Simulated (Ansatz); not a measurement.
# Na3F2: the cost of one run

Program: Ansatz 0.2.0. Level of theory: DFT PBE, scalar-relativistic, plane waves, PAW. These are calculated values, not measurements.

4 further runs of the same task are left out: 1 that didn't finish, 3 set aside as unsound or not needed.

## (1) The system as given

The structure is trigonal, space group P-3m1 (No. 164). The conventional cell has a = 3.926 Å, b = 3.926 Å, c = 6.108 Å, α = 90.00°, β = 90.00°, γ = 120.00°. Na (site symmetry -3m) has 6 F at 2.72 Å as nearest neighbours. Na (site symmetry 3m) has 4 F at 2.36 to 2.44 Å as nearest neighbours. F (site symmetry 3m) has 7 Na at 2.36 to 2.72 Å as nearest neighbours.

Coordinates:

```cif
data_structure
_symmetry_space_group_name_H-M 'P-3m1'
_symmetry_Int_Tables_number 164
_cell_length_a 3.9256
_cell_length_b 3.9256
_cell_length_c 6.1077
_cell_angle_alpha 90.000
_cell_angle_beta 90.000
_cell_angle_gamma 120.000
_cell_volume 81.51
loop_
_atom_site_label
_atom_site_type_symbol
_atom_site_symmetry_multiplicity
_atom_site_Wyckoff_symbol
_atom_site_fract_x
_atom_site_fract_y
_atom_site_fract_z
_atom_site_occupancy
Na1 Na 1 a 0.00000 0.00000 0.00000 1
Na2 Na 2 d 0.33333 0.66667 0.64500 1
F1 F 2 d 0.33333 0.66667 0.24500 1
```

This is candidate A: anti-A-type sesquioxide type (P-3m1, No. 164).

(A quick probe on a coarse mesh, which set the mesh and smearing, is not shown.)

## (3) The relaxation (candidate A)

Input file input.yaml:

```yaml
crystal:
  lattice:
    - [3.9256396576, 0.0, 0.0]
    - [-1.9628198288, 3.3997036696, 0.0]
    - [0.0, 0.0, 6.1076576398]
  atoms:
    - { symbol: Na, position: [0.0, 0.0, 0.0] }
    - { symbol: Na, position: [0.3333333333, 0.6666666667, 0.645] }
    - { symbol: Na, position: [0.6666666667, 0.3333333333, 0.355] }
    - { symbol: F, position: [0.3333333333, 0.6666666667, 0.245] }
    - { symbol: F, position: [0.6666666667, 0.3333333333, 0.755] }
basis:
  ecutwfc: 420
kpoints:
  mp_grid: { grid: [12, 12, 6] }
hamiltonian:
  xc: pbe
scf:
  occupations: { method: gaussian, width: 0.1 }
output:
  forces: true
  stress: true
  eigenvalues: true
  write_density: true
  write_potential: true
  elf: true
  volumetric_format: npy
relax:
  adjacent_minimum: "off"
  f_tol: 0.01
  max_steps: 80
  cell: { stress_tol: 0.05 }
```

Launch:

```bash
$ ansatz run input.yaml --threads 1 --pin off --max-ram 2560MiB --backend cpu --events-out ev --progress --plain --runs-dir out
```

**Question.** How long does this run take on 1 thread of Arm Neoverse V2, shared host, and how much memory does it need?

About 7.4 min, with a peak of 0.51 GiB.
